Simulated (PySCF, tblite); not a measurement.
# C₆H₁₃ClSi₂: geometry, infrared bands and NMR shifts

What infrared bands and NMR shifts should C₆H₁₃ClSi₂ (`CC1=C[SiH2][C@H]1CC[SiH2]Cl`) show?

Computed with tblite 0.8.0 and PySCF 2.14.0, with density-fitted response routines of our own, on a single molecule in the gas phase. Atoms count from 0, in the outputs and in this text.

## (1) The molecule as given

22 atoms, charge 0, multiplicity 1; geometry from: force field or distance geometry start.

Bonds of the start (Å): C0–C1 1.54, C1–C2 1.27, C2–Si3 1.80, Si3–C4 1.82, C4–C5 1.53, C5–C6 1.50, C6–Si7 1.87, Si7–Cl8 2.08, C4–C1 1.42, C0–H9 1.12, C0–H10 1.09, C0–H11 1.10, C2–H12 1.14, Si3–H13 1.46, Si3–H14 1.48, C4–H15 1.13, C5–H16 1.10, C5–H17 1.11, C6–H18 1.12, C6–H19 1.10, Si7–H20 1.46, Si7–H21 1.46.

## (2) Optimising the geometry with GFN2-xTB

Job settings and geometry (Å):

```
{"job": {"kind": "relax", "xc": "GFN2-xTB", "basis": "xTB"}, "charge": 0, "multiplicity": 1}
C     -2.347400    -1.856900     0.359800
C     -1.880900    -0.469800    -0.116700
C     -2.485800     0.643000    -0.164000
Si    -1.172700     1.679700    -0.829600
C     -0.616400    -0.036400    -0.599600
C      0.586500    -0.200100     0.328500
C      1.768800     0.333400    -0.428200
Si     3.389500     0.256100     0.493100
Cl     3.466800    -1.231700     1.941400
H     -3.357600    -1.958400    -0.107000
H     -2.438400    -1.781600     1.444100
H     -1.671900    -2.632300    -0.020300
H     -3.559200     0.914100     0.117300
H     -1.320400     2.174900    -2.195400
H     -0.688900     2.686200     0.144000
H     -0.288800    -0.510200    -1.572400
H      0.677000    -1.248200     0.654600
H      0.390500     0.506100     1.164200
H      1.566200     1.416100    -0.623900
H      1.899700    -0.218900    -1.374200
H      4.420100    -0.012800    -0.506600
H      3.652800     1.567000     1.088700
```

Run with:

```
$ OMP_NUM_THREADS=1 python probes_run.py task.json out
```

This one command runs all jobs of the session in turn.

**Question.** This job is followed by: GFN2-xTB harmonic vibrations, gas phase; GIAO PBE0/pcSseg-1 NMR shielding, non-relativistic, gas phase. What will the session give for the following? strongest single infrared mode (GFN2-xTB); zero-point energy (GFN2-xTB); ¹³C shifts against TMS (PBE0/pcSseg-1); ¹H shifts against TMS (PBE0/pcSseg-1, means over atoms taken as alike); ²⁹Si shifts against TMS (PBE0/pcSseg-1); ³⁵Cl shifts against HCl (PBE0/pcSseg-1).

As calculated:

```
                                                              quantity                                                                 value
                             strongest single infrared mode (GFN2-xTB)                                                 2242 cm⁻¹, 416 km/mol
                                          zero-point energy (GFN2-xTB)                                                        103.8 kcal/mol
                                ¹³C shifts against TMS (PBE0/pcSseg-1)                              179.4, 131.7, 44.8, 29.5, 23.0, 20.3 ppm
¹H shifts against TMS (PBE0/pcSseg-1, means over atoms taken as alike)  5.82, 5.21, 5.08, 4.83, 4.51, 2.33, 2.12, 2.05, 1.04, 0.98, 0.55 ppm
                               ²⁹Si shifts against TMS (PBE0/pcSseg-1)                                                      -13.2, -48.1 ppm
                               ³⁵Cl shifts against HCl (PBE0/pcSseg-1)                                                               -73 ppm
```

What this shows: Relaxing lowered the energy by 1.288 eV in 134 steps; the close pair that moved most is Si3–C4, from 1.819 to 1.935 Å. No mode is imaginary among the 60: a minimum at this level. The strongest single mode, at 2242 cm⁻¹, moves mainly H14. Unscaled tight-binding wavenumbers are off by several per cent, some by more. Its intensities can rank the bands wrongly. The most deshielded hydrogen is H12 (hydrogen on an alkene CH), at 5.82 ppm: attached to an sp2 carbon and in the plane of the double bond. At PBE0/pcSseg-1: The widest tensor belongs to C1: span 253 ppm, with a paramagnetic part of -258 ppm.
